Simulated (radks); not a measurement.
**Co in [Ar] 3d5 4s2 4f2: an all-electron calculation**

What are the levels of neutral cobalt, how large are its shells, and how does its energy divide?

Program: radks (a radial shooting solver on a logarithmic mesh, Libxc functionals) version 1. Level of theory: Dirac Kohn-Sham, BLYP, spin-unpolarised, spherical densities, point nucleus; open shells are shared between the two j in proportion to 2j + 1. These are calculated values, not measurements, unless marked.

## Step 1: The atom as given

* element: cobalt (Z = 27)
* charge: 0
* electrons: 27
* configuration: [Ar] 3d5 4s2 4f2

Outer shells as boxes (Hund's rule):

Co
```
[Ar] core
3d [↑ ][↑ ][↑ ][↑ ][↑ ]
4s [↑↓]
4f [↑ ][↑ ][  ][  ][  ][  ][  ]
```

## Step 2: The calculation

The run's settings:

```text
Z 27
configuration [Ar] 3d5 4s2 4f2 4p0 5s0 4d0 5f0
relativity Dirac
functional b88,lyp
spin unpolarised
j_filling average
nucleus point
c 137.035999084
```

**Question.** What will this run give?

As calculated:

```
                        quantity                   value
                    total energy     -1391.98508 hartree
exchange-correlation share of it                  4.21 %
                            −T/E                  1.0152
          highest occupied level        4f7/2, -0.453 eV
    most extended occupied level  4f7/2, <r> = 10.7 bohr
 radius at density 0.001 e/bohr³               3.80 bohr
    maxima of the radial density                       4
```

What this shows: The radial density shows 4 maxima for 4 occupied principal shells. −T/E is 1.015: with relativity the kinetic term as defined here no longer equals −E. This is not the tabulated ground configuration, so its levels and sizes aren't those of the ground state, and no measured value stands beside it.
